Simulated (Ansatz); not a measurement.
# Two structures of Pt: comparison of enthalpies under pressure from a Python script

One table from this session's results is given with a row withheld; the runs are named, their logs left out.

All numbers are computed with Ansatz 0.2.0, driven from Python. Level of theory: DFT LDA, plane waves, PAW.

## The structure

Pt Fd-3m: The structure is cubic, space group Fd-3m (No. 227). Conventional cell: a = 5.390 Å, b = 5.390 Å, c = 5.390 Å, α = 90.00°, β = 90.00°, γ = 90.00°. Around Pt (site symmetry -43m) lie 4 Pt at 2.33 Å.

Pt Fm-3m: It takes space group Fm-3m (No. 225, cubic). The conventional cell has a = 3.920 Å, b = 3.920 Å, c = 3.920 Å, α = 90.00°, β = 90.00°, γ = 90.00°. Around Pt (site symmetry m-3m) lie 12 Pt at 2.77 Å.

The script holds or builds the structure itself.

Set-up of the first run:

Contents of run_transition.py:

```python
# -*- coding: utf-8 -*-
"""Enthalpies of two structures of Pt under pressure."""

import logging
import sys
import warnings

import ansatz as az
import numpy as np
import pandas as pd

logging.basicConfig(stream=sys.stdout, format="%(levelname)s:%(name)s:%(message)s")
logger = logging.getLogger("calc")
logger.setLevel(logging.INFO)

FUNCTIONAL = "lda"
CUTOFF_EV = 460
KSPACING = 0.33
FILLING = "gaussian"
SMEARING_WIDTH = 0.05


def diamond(a_site, a):
    return az.Crystal.diamond(a_site, a=a)


def fcc(a_site, a):
    return (
        az.Lattice.fcc(a)
        .space_group(225)
        .atom(a_site, (0, 0, 0))
        .primitive()
    )


def run_phase(name, crystal, pressure=0.0):
    calc = (
        crystal.calculation()
        .functional(FUNCTIONAL)
        .basis(CUTOFF_EV)
        .kpoints(spacing=KSPACING)
        .occupations(FILLING, width=SMEARING_WIDTH)
    )
    calc = calc.relax(force_tolerance=0.03, max_steps=60, cell=True, pressure=pressure)
    return calc.run(threads=1)


def volume_per_atom(outcome):
    return abs(np.linalg.det(outcome.lattice.cell_ang)) / len(outcome.lattice.sites)


def main():
    warnings.simplefilter("ignore", az.DeckWarning)

    phases = {}
    phases["diamond"] = diamond("Pt", 5.39)
    phases["fcc"] = fcc("Pt", 3.92)

    # enthalpy per atom at each pressure
    pressures = [0, 10, 20, 30]
    enthalpy, volume = {name: [] for name in phases}, {name: [] for name in phases}
    for p in pressures:
        for name, crystal in phases.items():
            o = run_phase(name, crystal, pressure=p)
            volume[name].append(volume_per_atom(o))
            enthalpy[name].append(o.report["energy_sigma0_ev"] / len(o.lattice.sites) + p * volume[name][-1] / 160.21766)
    gap = np.array(enthalpy["fcc"]) - np.array(enthalpy["diamond"])
    rows = [(p, va, vb, 1000 * d) for p, va, vb, d in zip(pressures, volume["diamond"], volume["fcc"], gap)]
    print(pd.DataFrame(rows, columns=["P (GPa)", "V diamond (A^3/atom)", "V fcc (A^3/atom)", "H(fcc) - H(diamond) (meV/atom)"]).round(4).to_string(index=False))
    crossings = [p0 - g0 * (p1 - p0) / (g1 - g0) for p0, p1, g0, g1 in zip(pressures, pressures[1:], gap, gap[1:]) if g0 * g1 < 0]
    print("crossing near", [round(float(p), 1) for p in crossings], "GPa") if crossings else print("no crossing in this range")


if __name__ == "__main__":
    main()
```

On the command line:

```bash
> python run_transition.py
```

Steps of the session up to this table: Launch.

One of the session's tables, all rows but one given; the rest of the session is left out.

It belongs to the step «The engine's runs». Enthalpy H = E + pV of the second structure less the first:

| pressure (GPa) | ΔH (meV/atom) |
| --- | --- |
| 0 | -1342.8 |
| 10 | ? |
| 20 | -2208.7 |
| 30 | -2590.3 |

Estimate the missing values for pressure (GPa) = 10.

Worked estimate for «ΔH (meV/atom)». A straight line through the neighbours (0, -1342.8) and (20, -2208.7) gives -1342.8 + (-2208.7 + 1342.8) × (10 − 0) / (20 − 0) = -1775.8; a parabola fitted to 3 rows on both sides gives -1792.9.

The run gave: ΔH (meV/atom): -1796.7. In «ΔH (meV/atom)» the line misses by +20.9 and the parabola by +3.8.
